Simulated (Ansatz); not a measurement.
What does this script print? It uses Ansatz's Python interface.

Input file `c2h8ssi.xyz`:
```text
12

C    -1.10750    1.25240   -0.07570
Si   -0.10050    0.05450    0.78620
C     1.24180   -0.59840   -0.28390
S     0.67260   -1.56010   -1.65020
H    -1.66300    0.84540   -0.96560
H    -1.92390    1.71290    0.58070
H    -0.53200    2.14170   -0.44640
H    -0.90240   -1.04650    1.27490
H     0.49550    0.71980    2.03180
H     1.87690    0.21770   -0.65910
H     1.93110   -1.24390    0.33150
H     0.08830   -2.55060   -0.89020
```

The script, `c2h8ssi_methods.py`:
```python
# -*- coding: utf-8 -*-
"""C2H8SSi at several levels of theory."""

import ansatz as az

c2h8ssi = az.Crystal.molecule_from_extxyz("c2h8ssi.xyz")

calculation = c2h8ssi.calculation().basis(gaussian="def2-SVP")

methods = ["mp2", "ccsd", "ccsd_t"]
batch = az.Session.batch([calculation.correlation(m).input() for m in methods])
reports = sorted(batch.plan().execute().molecular_reports, key=lambda each: each["member"])
print(f"Hartree-Fock reference {reports[0]['reference_energy_ev'] / 27.211386246:.6f} Ha")
best = reports[-1]["free_energy_ev"] - reports[-1]["reference_energy_ev"]
for method, each in zip(methods, reports):
    gained = each["free_energy_ev"] - each["reference_energy_ev"]
    print(f"{method:8s} total {each['free_energy_ev'] / 27.211386246:.6f} Ha  correlation {gained:9.4f} eV  ({100 * gained / best:.1f} % of the last)")
```

```console
$ python c2h8ssi_methods.py
Hartree-Fock reference -766.575130 Ha
mp2      total -767.103575 Ha  correlation  -14.3797 eV  (86.7 % of the last)
ccsd     total -767.167903 Ha  correlation  -16.1302 eV  (97.2 % of the last)
ccsd_t   total -767.184684 Ha  correlation  -16.5868 eV  (100.0 % of the last)
```

Notes:
- These settings explore the input space; basis and method may be short of convergence.
- The geometry is a force-field or estimated start, not a minimum of this method, and the basis set is short of its limit. A lower total doesn't mark the better method: functionals have no common bound, and MP2 and coupled cluster aren't variational.
- Inner cores stay frozen, so this is valence correlation.
